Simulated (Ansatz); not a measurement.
# C₂H₆AlB: how energies converge with the basis set

An exercise on one series of results from a longer session: the logs are not shown, and one member is left open.

The runs use Ansatz 0.2.0, Gaussian basis; one geometry, several basis sets.

Levels to be run: PBE0-D4/def2-SVP; ωB97M-V/def2-SVP; PBE0-D4/def2-QZVPP; ωB97M-V/def2-QZVPP; the functionals' def2-TZVPP values are taken from earlier runs.

1 further run of the same task is left out (it didn't finish).

## The geometry

An earlier PBE0-D4 in a triple-zeta def2 set relaxation fixed the geometry.

SMILES `C[B]1[CH2][AlH]1`, 10 atoms, charge 0, spin multiplicity 1.

Atoms are counted from 1 here; the program's logs count them from 0.

Bond lengths: C1–B2 1.558 Å, C1–H5 1.094 Å, C1–H6 1.094 Å, C1–H7 1.095 Å, B2–C3 1.467 Å, B2–Al4 1.970 Å, C3–Al4 2.106 Å, C3–H8 1.112 Å, C3–H9 1.092 Å, Al4–H10 1.589 Å. Angles: B2–C1–H5 111.3°, B2–C1–H6 111.3°, B2–C1–H7 112.0°, H5–C1–H6 106.3°, H5–C1–H7 107.9°, H6–C1–H7 107.9°, C1–B2–C3 134.1°, C1–B2–Al4 151.9°, C3–B2–Al4 74.0°, B2–C3–Al4 64.0°, B2–C3–H8 130.4°, B2–C3–H9 124.1°, Al4–C3–H8 66.4°, Al4–C3–H9 171.9°, H8–C3–H9 105.5°, B2–Al4–C3 42.0°, B2–Al4–H10 157.7°, C3–Al4–H10 115.7°.

Set-up of the first run:

Contents of in.yaml:

```yaml
crystal:
  periodic: [false, false, false]
  atoms:
    - {symbol: C, position_ang: [-1.463480, 0.806111, -0.400480]}
    - {symbol: B, position_ang: [-0.052337, 0.188922, -0.167449]}
    - {symbol: C, position_ang: [0.466253, -0.871678, 0.702679]}
    - {symbol: Al, position_ang: [1.879094, 0.077559, -0.537873]}
    - {symbol: H, position_ang: [-1.776177, 0.698559, -1.442988]}
    - {symbol: H, position_ang: [-1.467252, 1.878918, -0.187801]}
    - {symbol: H, position_ang: [-2.226327, 0.336477, 0.228904]}
    - {symbol: H, position_ang: [1.498948, -1.267629, 0.820570]}
    - {symbol: H, position_ang: [-0.148066, -1.448461, 1.396563]}
    - {symbol: H, position_ang: [3.372544, -0.449878, -0.409124]}
basis:
  gaussian: {orbitals: def2-SVP}
hamiltonian: {xc: pbe0, dispersion: d4}
output: {orbitals: {seedname: orbitals}}
```

Steps of the session up to this table: PBE0-D4 in def2-SVP; ωB97M-V in def2-SVP; PBE0-D4 in def2-QZVPP; ωB97M-V in def2-QZVPP.

One table of the session follows, with a row left open; its other results are not shown here.

It belongs to the step «Functionals by basis». 

| functional | basis | HOMO (eV) |
| --- | --- | --- |
| PBE0-D4 | def2-SVP | ? |
| PBE0-D4 | def2-TZVPP | -6.48 |
| PBE0-D4 | def2-QZVPP | -6.49 |
| ωB97M-V | def2-SVP | -8.42 |
| ωB97M-V | def2-TZVPP | -8.47 |
| ωB97M-V | def2-QZVPP | -8.49 |

Estimate the missing values for PBE0-D4, def2-SVP.

The run gave: HOMO (eV): -6.44. In the column «HOMO (eV)» it is the highest.
